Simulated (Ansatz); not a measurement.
**YSe: one contact scaled**

The task here is to estimate one member of a computed series from the others.

Method: DFT PBEsol, with the methods named in each step, in Ansatz 0.2.0.

## The starting structure

Symmetry: Fm-3m, No. 225, cubic system. The conventional cell has a = 5.703 Å, b = 5.703 Å, c = 5.703 Å, α = 90.00°, β = 90.00°, γ = 90.00°. Y (site symmetry m-3m) is surrounded by 6 Se at 2.85 Å. Se (site symmetry m-3m) has 6 Y at 2.85 Å in its first shell of neighbours.

Structure file:

```
CELL_PARAMETERS angstrom
0.00000 2.85150 2.85150
2.85150 0.00000 2.85150
2.85150 2.85150 0.00000
ATOMIC_POSITIONS crystal
Y 0.50000 0.50000 0.50000
Se 0.00000 0.00000 0.00000
```

Atoms are numbered in the order of the input: Y1, Se2.

The first run:

input.yaml

```yaml
crystal:
  lattice:
    - [0.0, 2.8515, 2.8515]
    - [2.8515, 0.0, 2.8515]
    - [2.8515, 2.8515, 0.0]
  atoms:
    - { symbol: "Y", position: [0.5, 0.5, 0.5] }
    - { symbol: Se, position: [0.0, 0.0, 0.0] }
kpoints:
  mp_grid: { grid: [7, 7, 7] }
scf:
  occupations: { method: fermi_dirac, width: 0.03 }
hamiltonian:
  xc: pbesol
  pseudopotentials: { kind: all_electron, lapw: { basis_error: 0.001 } }
output:
  forces: true
  stress: true
  eigenvalues: true
  populations: true
```

On the command line:

```sh
$ ansatz run input.yaml --threads 1 --pin off --max-ram 2048MiB --backend cpu --events-out ev --progress --plain --runs-dir out
```

Steps of the session up to this table: The bond as given, LAPW; Shortest bond scaled by 1, crystal datasets; Shortest bond scaled by 1.1, LAPW; Shortest bond scaled by 0.94, LAPW; Shortest bond scaled by 0.76, LAPW; Shortest bond scaled by 0.76, crystal datasets; Shortest bond scaled by 0.64, LAPW; Shortest bond scaled by 0.64, crystal datasets.

One of the session's tables, all rows but one given; the rest of the session is left out.

| method | length (Å) | force along the bond (eV/Å) | pressure (GPa) | largest force (eV/Å) |
| --- | --- | --- | --- | --- |
| LAPW | 1.825 | 33.681 | 66.38 | 33.681 |
| LAPW | 2.167 | 10.455 | 21.87 | 10.455 |
| LAPW | 2.680 | 1.226 | 0.59 | 1.226 |
| LAPW | 2.852 | 0.000 | -0.53 | 0.000 |
| LAPW | 3.137 | -2.360 | 2.65 | 2.360 |
| PAW | 1.825 | ? | ? | ? |
| PAW | 2.167 | 10.454 | 21.86 | 10.454 |
| PAW | 2.680 | 1.226 | 0.59 | 1.226 |
| PAW | 2.852 | 0.000 | -0.54 | 0.000 |
| PAW | 3.137 | -2.360 | 2.64 | 2.360 |
| PAW (level accurate) | 1.825 | 33.724 | 66.46 | 33.724 |
| crystal datasets | 1.825 | 33.682 | 66.38 | 33.682 |
| crystal datasets | 2.167 | 10.455 | 21.87 | 10.455 |
| crystal datasets | 2.852 | 0.000 | -0.53 | 0.000 |

Q: Estimate the row for PAW, 1.825 from the others.

As computed: force along the bond (eV/Å): 33.772; pressure (GPa): 66.56; largest force (eV/Å): 33.772. In the column «force along the bond (eV/Å)» it is the highest.

Limits of these values: Warnings in the runs' records: crystal datasets made, gradients without spin orbit, written density without core change.
